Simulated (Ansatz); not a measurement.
# CH₇NSiZn: a ladder of functionals and wavefunction methods

The task here is to estimate one member of a computed series from the others.

The runs use Ansatz 0.2.0, Gaussian basis; functionals in def2-TZVPP, the program's frozen cores in correlated methods.

Plan: LDA (SPW92), PBE-D4, revPBE-D4, BLYP-D4, r2SCAN-D4, B97M-V, PBE0-D4, B3LYP-D4, r2SCANh-D4, r2SCAN0-D4, HSE06-D4, BHLYP-D4, CAM-B3LYP-D4, LC-ωPBE, ωB97X-V, ωB97M-V, B2PLYP, PBE-QIDH; CCSD(T)/def2-SVP; CCSD(T)/def2-TZVPP; MP2/def2-QZVPP; extrapolation to the limit; RPA on PBE.

## The geometry

All runs share one geometry, relaxed beforehand with PBE0-D4 in a triple-zeta def2 set.

SMILES `C[SiH2][NH][ZnH]`, 11 atoms, charge 0, spin multiplicity 1.

Atoms are counted from 1 here; the program's logs count them from 0.

Bond lengths: C1–Si2 1.871 Å, C1–H5 1.094 Å, C1–H6 1.093 Å, C1–H7 1.094 Å, Si2–N3 1.714 Å, Si2–H8 1.495 Å, Si2–H9 1.495 Å, N3–Zn4 1.823 Å, N3–H10 1.010 Å, Zn4–H11 1.521 Å. Angles: Si2–C1–H5 111.5°, Si2–C1–H6 110.4°, Si2–C1–H7 111.5°, H5–C1–H6 107.4°, H5–C1–H7 108.5°, H6–C1–H7 107.4°, C1–Si2–N3 108.5°, C1–Si2–H8 108.9°, C1–Si2–H9 108.9°, N3–Si2–H8 112.3°, N3–Si2–H9 112.3°, H8–Si2–H9 105.9°, Si2–N3–Zn4 126.7°, Si2–N3–H10 116.4°, Zn4–N3–H10 116.9°, N3–Zn4–H11 179.7°.

The first run:

Input file in.yaml:

```yaml
crystal:
  periodic: [false, false, false]
  atoms:
    - {symbol: C, position_ang: [-1.037431, 0.995162, -0.265799]}
    - {symbol: Si, position_ang: [0.503405, 0.628969, 0.729917]}
    - {symbol: N, position_ang: [1.058507, -0.938839, 0.314799]}
    - {symbol: Zn, position_ang: [0.302647, -2.078720, -0.889992]}
    - {symbol: H, position_ang: [-0.834034, 0.974529, -1.340422]}
    - {symbol: H, position_ang: [-1.419237, 1.990383, -0.024509]}
    - {symbol: H, position_ang: [-1.834108, 0.277632, -0.048882]}
    - {symbol: H, position_ang: [0.179446, 0.749946, 2.184770]}
    - {symbol: H, position_ang: [1.523353, 1.685819, 0.448823]}
    - {symbol: H, position_ang: [1.891296, -1.260216, 0.788184]}
    - {symbol: H, position_ang: [-0.333844, -3.024653, -1.896899]}
basis:
  gaussian: {orbitals: def2-TZVPP}
hamiltonian: {xc: lda}
output: {orbitals: {seedname: orbitals}}
```

On the command line:

```console
$ ansatz run in.yaml --threads 4 --pin off --events-out ev --progress --plain --max-ram 10444MiB
```

Steps of the session up to this table: LDA; PBE-D4 (GGA); revPBE-D4 (GGA); BLYP-D4 (GGA); r2SCAN-D4 (meta-GGA); B97M-V (meta-GGA); PBE0-D4 (hybrid); B3LYP-D4 (hybrid); r2SCANh-D4 (hybrid); r2SCAN0-D4 (hybrid); HSE06-D4 (hybrid); BHLYP-D4 (hybrid); CAM-B3LYP-D4 (range-separated); LC-ωPBE (range-separated); ωB97X-V (range-separated); ωB97M-V (range-separated); B2PLYP (double hybrid); PBE-QIDH (double hybrid).

One of the session's tables, all rows but one given; the rest of the session is left out.

It belongs to the step «Orbital energies across the functionals». 

| functional | HOMO (eV) | gap (eV) |
| --- | --- | --- |
| LDA (SPW92) | -5.84 | 4.42 |
| PBE-D4 | -5.69 | 4.50 |
| revPBE-D4 | -5.63 | 4.54 |
| BLYP-D4 | -5.58 | 4.43 |
| r2SCAN-D4 | -5.94 | 5.17 |
| B97M-V | -6.03 | 4.87 |
| PBE0-D4 | ? | ? |
| B3LYP-D4 | -6.75 | 6.04 |
| r2SCANh-D4 | -6.42 | 5.89 |
| r2SCAN0-D4 | -7.14 | 6.96 |
| HSE06-D4 | -6.55 | 5.76 |
| BHLYP-D4 | -8.16 | 8.34 |
| CAM-B3LYP-D4 | -8.35 | 8.66 |
| LC-ωPBE | -9.72 | 11.13 |
| ωB97X-V | -9.36 | 10.63 |
| ωB97M-V | -9.27 | 10.16 |

Q: Estimate the row for PBE0-D4 from the others.

As computed: HOMO (eV): -6.95; gap (eV): 6.52. In the column «HOMO (eV)» it lies between r2SCAN0-D4 (-7.14) and B3LYP-D4 (-6.75).
